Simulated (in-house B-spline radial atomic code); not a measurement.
**In²⁰⁺: partial-wave convergence of RPA**

Aim: find how fast the RPA correlation energy and the G0W0 level of In²⁰⁺ converge with the highest angular momentum of the empty states (Hartree-Fock start).

Program: an in-house B-spline radial atomic code, version 1. Level of theory: RPA, second order, AC-SOSEX and G0W0 (contour deformation) on a scalar-relativistic mean field, all electrons; no spin-orbit coupling, Breit or QED terms, no two-electron picture change. These are calculated values, not measurements, unless marked.

## 1. The system

| Item | Value |
| --- | --- |
| element | indium (Z = 49) |
| charge | +20 |
| electrons | 29 |
| configuration | [Ar] 3d10 4s1 |
| Hamiltonian | scalar-relativistic (spin-free one-electron X2C), finite nucleus |
| values of lmax | 4, 5, 6, 7, 8, 9, 10, 11 |

The outer shells:

In20+
```
[Ar] core
3d [↑↓][↑↓][↑↓][↑↓][↑↓]
4s [↑ ]
```

## 2. The run with lmax = 4

Settings of the run:

```ini
Z = 49
electrons = 29.0
configuration = [Ar] 3d10 4s1
hamiltonian = x2c
method = hf
lmax = 4
rms_radius = 4.6156
spin_polarised = True
box_radius = 4.08
intervals = 63
```

Launch:

```console
$ python run_gw.py task.json out
```

One command runs all members of the session, one after another, from task.json.

From the run's result record (rounded, not every field):

```text
{
  "status": "converged",
  "energies [hartree]": {
    "mean_field": -5710.812661,
    "exx_total": -5710.812661,
    "exchange": -140.8605724,
    "rpa": -2.1928045,
    "rpa_summed": -1.901649,
    "direct_second_order": -2.3360592,
    "second_order_exchange": 0.66604782,
    "sosex": 0.6423201
  },
  "rpa_by_multipole [hartree]": [-0.495813, -0.818352, -0.358656, -0.163504, -0.0507793, -0.0130081, -0.00153602],
  "polarisability [bohr^3: independent particles, RPA]": [0.158388, 0.12608],
  "gap [hartree]": 2.758035,
  "levels [hartree]": [
    {"name": "4s up", "occ": 1, "e": -21.77316, "sx": -1.788068, "vxc": -1.788068, "sc": -0.0804051, "z": 0.9922966, "qp": -21.86114, "tail": -0.007569568},
    {"name": "3d down", "occ": 1, "e": -37.15046, "sx": -5.274738, "vxc": -5.274738, "sc": 0.1041517, "z": 0.9910453, "qp": -37.05958, "tail": -0.01328011},
    {"name": "3d up", "occ": 1, "e": -37.1774, "sx": -5.300031, "vxc": -5.300031, "sc": 0.106242, "z": 0.9893483, "qp": -37.0841, "tail": -0.01294527},
    {"name": "3p down", "occ": 1, "e": -45.5486, "sx": -5.843035, "vxc": -5.843035, "sc": 0.2162326, "z": 0.9774539, "qp": -45.34481, "tail": -0.01243987},
    {"name": "4s down", "occ": 0, "e": -20.55896, "sx": -0.5572701, "vxc": -0.5572701, "sc": -0.1007096, "z": 0.9901335, "qp": -20.66716, "tail": -0.007492518}
  ]
}
```

Run time: 2.2 s. Hardware: 1 thread, shared host.

In the record, exx_total is the Hartree-Fock functional on the start's orbitals, rpa_summed the RPA energy up to lmax and rpa the same with the tail beyond it, gap the smallest same-spin excitation energy of the start. For a level, e is the start's value, sx and sc the exchange and correlation self-energies, vxc the start's own term, z the quasi-particle weight, and qp = e + sx − vxc + sc + tail. Deeper levels of weight under 0.85 meet poles of the self-energy and are not shown.

G0W0 moves 4s↑ down by 2.39 eV, to -594.872 eV.

The largest part of the RPA energy comes from multipole 1 (43 % of the sum).

## 3. The run with lmax = 5

Changes to the settings of step 2:

```diff
@@ -5,3 +5,3 @@
 method = hf
-lmax = 4
+lmax = 5
 rms_radius = 4.6156
```

Result record:

```text
{
  "status": "converged",
  "energies [hartree]": {
    "mean_field": -5710.812661,
    "exx_total": -5710.812661,
    "exchange": -140.8605724,
    "rpa": -2.215677,
    "rpa_summed": -2.0328782,
    "direct_second_order": -2.3562133,
    "second_order_exchange": 0.69089259,
    "sosex": 0.66695371
  },
  "rpa_by_multipole [hartree]": [-0.495813, -0.818352, -0.358656, -0.23284, -0.0872031, -0.0334455, -0.00580301, -0.000764555],
  "polarisability [bohr^3: independent particles, RPA]": [0.158388, 0.12608],
  "gap [hartree]": 2.758035,
  "levels [hartree]": [
    {"name": "4s up", "occ": 1, "e": -21.77316, "sx": -1.788068, "vxc": -1.788068, "sc": -0.08342681, "z": 0.9922765, "qp": -21.8608, "tail": -0.004209064},
    {"name": "3d down", "occ": 1, "e": -37.15046, "sx": -5.274738, "vxc": -5.274738, "sc": 0.09351887, "z": 0.9909757, "qp": -37.07175, "tail": -0.0148103},
    {"name": "3d up", "occ": 1, "e": -37.1774, "sx": -5.300031, "vxc": -5.300031, "sc": 0.0956401, "z": 0.9873148, "qp": -37.09651, "tail": -0.01475204},
    {"name": "3p down", "occ": 1, "e": -45.5486, "sx": -5.843035, "vxc": -5.843035, "sc": 0.2086988, "z": 0.9772014, "qp": -45.3504, "tail": -0.01049297},
    {"name": "4s down", "occ": 0, "e": -20.55896, "sx": -0.5572701, "vxc": -0.5572701, "sc": -0.1036855, "z": 0.990117, "qp": -20.66679, "tail": -0.004145259}
  ]
}
```

It took 2.6 s on 1 thread, shared host.

Highest level 4s↑: -592.478 eV in the start, -594.863 eV after G0W0, weight 0.99.

## 4. The run with lmax = 6

Changes to the settings of step 3:

```diff
@@ -5,3 +5,3 @@
 method = hf
-lmax = 5
+lmax = 6
 rms_radius = 4.6156
```

Result record:

```text
{
  "status": "converged",
  "energies [hartree]": {
    "mean_field": -5710.812661,
    "exx_total": -5710.812661,
    "exchange": -140.8605724,
    "rpa": -2.2079884,
    "rpa_summed": -2.0973197,
    "direct_second_order": -2.3468554,
    "second_order_exchange": 0.69313998,
    "sosex": 0.66934327
  },
  "rpa_by_multipole [hartree]": [-0.495813, -0.818352, -0.358656, -0.23284, -0.119552, -0.0526474, -0.0159624, -0.00306623, -0.000429926],
  "polarisability [bohr^3: independent particles, RPA]": [0.158388, 0.12608],
  "gap [hartree]": 2.758035,
  "levels [hartree]": [
    {"name": "4s up", "occ": 1, "e": -21.77316, "sx": -1.788068, "vxc": -1.788068, "sc": -0.08476251, "z": 0.9922707, "qp": -21.86022, "tail": -0.00229385},
    {"name": "3d down", "occ": 1, "e": -37.15046, "sx": -5.274738, "vxc": -5.274738, "sc": 0.08801674, "z": 0.9909523, "qp": -37.07189, "tail": -0.009448888},
    {"name": "3d up", "occ": 1, "e": -37.1774, "sx": -5.300031, "vxc": -5.300031, "sc": 0.09017169, "z": 0.983764, "qp": -37.0966, "tail": -0.00937769},
    {"name": "3p down", "occ": 1, "e": -45.5486, "sx": -5.843035, "vxc": -5.843035, "sc": 0.2033281, "z": 0.9768869, "qp": -45.3545, "tail": -0.009220799},
    {"name": "4s down", "occ": 0, "e": -20.55896, "sx": -0.5572701, "vxc": -0.5572701, "sc": -0.1049976, "z": 0.9901128, "qp": -20.66621, "tail": -0.002253196}
  ]
}
```

It took 2.9 s on 1 thread, shared host.

The 4s↑ level moves from -592.478 to -594.847 eV (weight 0.99).

## 5. The run with lmax = 7

Changes to the settings of step 4:

```diff
@@ -5,3 +5,3 @@
 method = hf
-lmax = 6
+lmax = 7
 rms_radius = 4.6156
```

Result record:

```text
{
  "status": "converged",
  "energies [hartree]": {
    "mean_field": -5710.812661,
    "exx_total": -5710.812661,
    "exchange": -140.8605724,
    "rpa": -2.2020646,
    "rpa_summed": -2.1317295,
    "direct_second_order": -2.3404289,
    "second_order_exchange": 0.69236579,
    "sosex": 0.66861865
  },
  "rpa_by_multipole [hartree]": [-0.495813, -0.818352, -0.358656, -0.23284, -0.119552, -0.0699021, -0.0258737, -0.00869565, -0.00178296, -0.000261301],
  "polarisability [bohr^3: independent particles, RPA]": [0.158388, 0.12608],
  "gap [hartree]": 2.758035,
  "levels [hartree]": [
    {"name": "4s up", "occ": 1, "e": -21.77316, "sx": -1.788068, "vxc": -1.788068, "sc": -0.08544807, "z": 0.9922687, "qp": -21.86001, "tail": -0.001401317},
    {"name": "3d down", "occ": 1, "e": -37.15046, "sx": -5.274738, "vxc": -5.274738, "sc": 0.08463155, "z": 0.9909427, "qp": -37.07274, "tail": -0.006919413},
    {"name": "3d up", "occ": 1, "e": -37.1774, "sx": -5.300031, "vxc": -5.300031, "sc": 0.08682767, "z": 0.977709, "qp": -37.0974, "tail": -0.006824728},
    {"name": "3p down", "occ": 1, "e": -45.5486, "sx": -5.843035, "vxc": -5.843035, "sc": 0.2006202, "z": 0.9767244, "qp": -45.35352, "tail": -0.005533135},
    {"name": "4s down", "occ": 0, "e": -20.55896, "sx": -0.5572701, "vxc": -0.5572701, "sc": -0.1056699, "z": 0.9901117, "qp": -20.666, "tail": -0.001374245}
  ]
}
```

Wall time 3.2 s (1 thread, shared host).

Highest level 4s↑: -592.478 eV in the start, -594.841 eV after G0W0, weight 0.99.

## 6. The run with lmax = 8

Changes to the settings of step 5:

```diff
@@ -5,3 +5,3 @@
 method = hf
-lmax = 7
+lmax = 8
 rms_radius = 4.6156
```

Result record:

```text
{
  "status": "converged",
  "energies [hartree]": {
    "mean_field": -5710.812661,
    "exx_total": -5710.812661,
    "exchange": -140.8605724,
    "rpa": -2.1956328,
    "rpa_summed": -2.1506792,
    "direct_second_order": -2.3337501,
    "second_order_exchange": 0.68994543,
    "sosex": 0.6662517
  },
  "rpa_by_multipole [hartree]": [-0.495813, -0.818352, -0.358656, -0.23284, -0.119552, -0.0699021, -0.0348313, -0.0143114, -0.00514528, -0.00110753, -0.000167894],
  "polarisability [bohr^3: independent particles, RPA]": [0.158388, 0.12608],
  "gap [hartree]": 2.758035,
  "levels [hartree]": [
    {"name": "4s up", "occ": 1, "e": -21.77316, "sx": -1.788068, "vxc": -1.788068, "sc": -0.08583674, "z": 0.992268, "qp": -21.85992, "tail": -0.0009220078},
    {"name": "3d down", "occ": 1, "e": -37.15046, "sx": -5.274738, "vxc": -5.274738, "sc": 0.08281284, "z": 0.9909385, "qp": -37.07196, "tail": -0.004314434},
    {"name": "3d up", "occ": 1, "e": -37.1774, "sx": -5.300031, "vxc": -5.300031, "sc": 0.08504808, "z": 0.9704802, "qp": -37.09657, "tail": -0.00422416},
    {"name": "3p down", "occ": 1, "e": -45.5486, "sx": -5.843035, "vxc": -5.843035, "sc": 0.1991074, "z": 0.9766325, "qp": -45.35308, "tail": -0.003586597},
    {"name": "4s down", "occ": 0, "e": -20.55896, "sx": -0.5572701, "vxc": -0.5572701, "sc": -0.1060506, "z": 0.9901115, "qp": -20.66591, "tail": -0.0009032573}
  ]
}
```

Run time: 3.5 s. Hardware: 1 thread, shared host.

Highest level 4s↑: -592.478 eV in the start, -594.839 eV after G0W0, weight 0.99.

## 7. The run with lmax = 9

Changes to the settings of step 6:

```diff
@@ -5,3 +5,3 @@
 method = hf
-lmax = 8
+lmax = 9
 rms_radius = 4.6156
```

Result record:

```text
{
  "status": "converged",
  "energies [hartree]": {
    "mean_field": -5710.812661,
    "exx_total": -5710.812661,
    "exchange": -140.8605724,
    "rpa": -2.1924424,
    "rpa_summed": -2.1619619,
    "direct_second_order": -2.3304914,
    "second_order_exchange": 0.68871721,
    "sosex": 0.66503863
  },
  "rpa_by_multipole [hartree]": [-0.495813, -0.818352, -0.358656, -0.23284, -0.119552, -0.0699021, -0.0348313, -0.0193974, -0.00855356, -0.00322853, -0.000722774, -0.000112548],
  "polarisability [bohr^3: independent particles, RPA]": [0.158388, 0.12608],
  "gap [hartree]": 2.758035,
  "levels [hartree]": [
    {"name": "4s up", "occ": 1, "e": -21.77316, "sx": -1.788068, "vxc": -1.788068, "sc": -0.08607316, "z": 0.9922677, "qp": -21.85988, "tail": -0.0006386977},
    {"name": "3d down", "occ": 1, "e": -37.15046, "sx": -5.274738, "vxc": -5.274738, "sc": 0.08175046, "z": 0.9909365, "qp": -37.07158, "tail": -0.002870026},
    {"name": "3d up", "occ": 1, "e": -37.1774, "sx": -5.300031, "vxc": -5.300031, "sc": 0.08402033, "z": 0.9631276, "qp": -37.09617, "tail": -0.002789132},
    {"name": "3p down", "occ": 1, "e": -45.5486, "sx": -5.843035, "vxc": -5.843035, "sc": 0.1981989, "z": 0.9765769, "qp": -45.35286, "tail": -0.002452067},
    {"name": "4s down", "occ": 0, "e": -20.55896, "sx": -0.5572701, "vxc": -0.5572701, "sc": -0.1062821, "z": 0.9901115, "qp": -20.66587, "tail": -0.00062528}
  ]
}
```

Wall time 3.7 s (1 thread, shared host).

Highest level 4s↑: -592.478 eV in the start, -594.838 eV after G0W0, weight 0.99.

## 8. The run with lmax = 10

Changes to the settings of step 7:

```diff
@@ -5,3 +5,3 @@
 method = hf
-lmax = 9
+lmax = 10
 rms_radius = 4.6156
```

Result record:

```text
{
  "status": "converged",
  "energies [hartree]": {
    "mean_field": -5710.812661,
    "exx_total": -5710.812661,
    "exchange": -140.8605724,
    "rpa": -2.1906559,
    "rpa_summed": -2.1690793,
    "direct_second_order": -2.3286818,
    "second_order_exchange": 0.68800625,
    "sosex": 0.66433297
  },
  "rpa_by_multipole [hartree]": [-0.495813, -0.818352, -0.358656, -0.23284, -0.119552, -0.0699021, -0.0348313, -0.0193974, -0.0116409, -0.00540912, -0.00211647, -0.000490254, -7.80331e-05],
  "polarisability [bohr^3: independent particles, RPA]": [0.158388, 0.12608],
  "gap [hartree]": 2.758035,
  "levels [hartree]": [
    {"name": "4s up", "occ": 1, "e": -21.77316, "sx": -1.788068, "vxc": -1.788068, "sc": -0.08622484, "z": 0.9922676, "qp": -21.85985, "tail": -0.0004598561},
    {"name": "3d down", "occ": 1, "e": -37.15046, "sx": -5.274738, "vxc": -5.274738, "sc": 0.08108996, "z": 0.9909354, "qp": -37.07137, "tail": -0.002002319},
    {"name": "3d up", "occ": 1, "e": -37.1774, "sx": -5.300031, "vxc": -5.300031, "sc": 0.08338882, "z": 0.9564168, "qp": -37.09594, "tail": -0.001933123},
    {"name": "3p down", "occ": 1, "e": -45.5486, "sx": -5.843035, "vxc": -5.843035, "sc": 0.1976223, "z": 0.9765415, "qp": -45.35273, "tail": -0.001745085},
    {"name": "4s down", "occ": 0, "e": -20.55896, "sx": -0.5572701, "vxc": -0.5572701, "sc": -0.1064305, "z": 0.9901116, "qp": -20.66584, "tail": -0.0004499884}
  ]
}
```

It took 4 s on 1 thread, shared host.

The 4s↑ level moves from -592.478 to -594.837 eV (weight 0.99).

## 9. The run with lmax = 11

Changes to the settings of step 8:

```diff
@@ -5,3 +5,3 @@
 method = hf
-lmax = 10
+lmax = 11
 rms_radius = 4.6156
```

Result record:

```text
{
  "status": "converged",
  "energies [hartree]": {
    "mean_field": -5710.812661,
    "exx_total": -5710.812661,
    "exchange": -140.8605724,
    "rpa": -2.1895533,
    "rpa_summed": -2.1737729,
    "direct_second_order": -2.3275701,
    "second_order_exchange": 0.68755053,
    "sosex": 0.66387937
  },
  "rpa_by_multipole [hartree]": [-0.495813, -0.818352, -0.358656, -0.23284, -0.119552, -0.0699021, -0.0348313, -0.0193974, -0.0116409, -0.00738256, -0.00357088, -0.00143541, -0.000342991, -5.56241e-05],
  "polarisability [bohr^3: independent particles, RPA]": [0.158388, 0.12608],
  "gap [hartree]": 2.758035,
  "levels [hartree]": [
    {"name": "4s up", "occ": 1, "e": -21.77316, "sx": -1.788068, "vxc": -1.788068, "sc": -0.08632633, "z": 0.9922676, "qp": -21.85983, "tail": -0.0003412061},
    {"name": "3d down", "occ": 1, "e": -37.15046, "sx": -5.274738, "vxc": -5.274738, "sc": 0.08065906, "z": 0.9909347, "qp": -37.07125, "tail": -0.001448757},
    {"name": "3d up", "occ": 1, "e": -37.1774, "sx": -5.300031, "vxc": -5.300031, "sc": 0.08298129, "z": 0.9507001, "qp": -37.09581, "tail": -0.001391558},
    {"name": "3p down", "occ": 1, "e": -45.5486, "sx": -5.843035, "vxc": -5.843035, "sc": 0.1972404, "z": 0.9765181, "qp": -45.35265, "tail": -0.001281259},
    {"name": "4s down", "occ": 0, "e": -20.55896, "sx": -0.5572701, "vxc": -0.5572701, "sc": -0.1065298, "z": 0.9901117, "qp": -20.66582, "tail": -0.000333781}
  ]
}
```

Wall time 4.3 s (1 thread, shared host).

G0W0 moves 4s↑ down by 2.36 eV, to -594.836 eV.

## 10. The members side by side

```csv
lmax,level,mean field (eV),G0W0 (eV),weight,RPA (hartree),RPA to lmax (hartree),"α, direct RPA (bohr³)",time,miss (eV)
4,4s↑,-592.478,-594.872,0.992,-2.19280,-1.90165,0.1261,2.2 s,+1.49
5,4s↑,-592.478,-594.863,0.992,-2.21568,-2.03288,0.1261,2.6 s,+1.48
6,4s↑,-592.478,-594.847,0.992,-2.20799,-2.09732,0.1261,2.9 s,+1.47
7,4s↑,-592.478,-594.841,0.992,-2.20206,-2.13173,0.1261,3.2 s,+1.46
8,4s↑,-592.478,-594.839,0.992,-2.19563,-2.15068,0.1261,3.5 s,+1.46
9,4s↑,-592.478,-594.838,0.992,-2.19244,-2.16196,0.1261,3.7 s,+1.46
10,4s↑,-592.478,-594.837,0.992,-2.19066,-2.16908,0.1261,4 s,+1.46
11,4s↑,-592.478,-594.836,0.992,-2.18955,-2.17377,0.1261,4.3 s,+1.46
```

The miss is the G0W0 removal energy (the level with its sign changed) less the semi-empirical ionisation energy, 593.38 ± 0.2 eV. Times are single runs on a shared host.

## 11. Results

| quantity | value |
| --- | --- |
| highest level, mean field (range over the runs) | -592.478 eV |
| highest level, G0W0 (range over the runs) | -594.872 to -594.836 eV |
| RPA correlation energy | -2.216 to -2.190 hartree |
| RPA+SOSEX | -1.5505 to -1.5257 hartree |
| semi-empirical ionisation energy (4s shell) | 593.38 ± 0.2 eV (NIST Atomic Spectra Database, ionization energies) |
| G0W0 removal energy less that value | +1.46 to +1.49 eV |

What this shows: At lmax = 4 the plain sum holds 86.9 % of the last extrapolated value, at lmax = 11 it holds 99.3 %. With the tail added, the runs differ from the last by up to 1.2 %, and from lmax = 8 on all values lie within 0.5 % of the last; the plain sum reaches 99 % at lmax = 10. The extrapolated value still moves by 1.1 millihartree in the last step, so it is not yet converged and the tail overshoots at low cuts. The G0W0 level varies by 0.036 eV over the range. The time rises from 2.2 s to 4.3 s. At the highest cut G0W0 misses the semi-empirical ionisation energy, 593.38 ± 0.2 eV, by +1.46 eV (+0.25 %). At this charge the missing Breit, QED and picture-change terms are part of the miss.
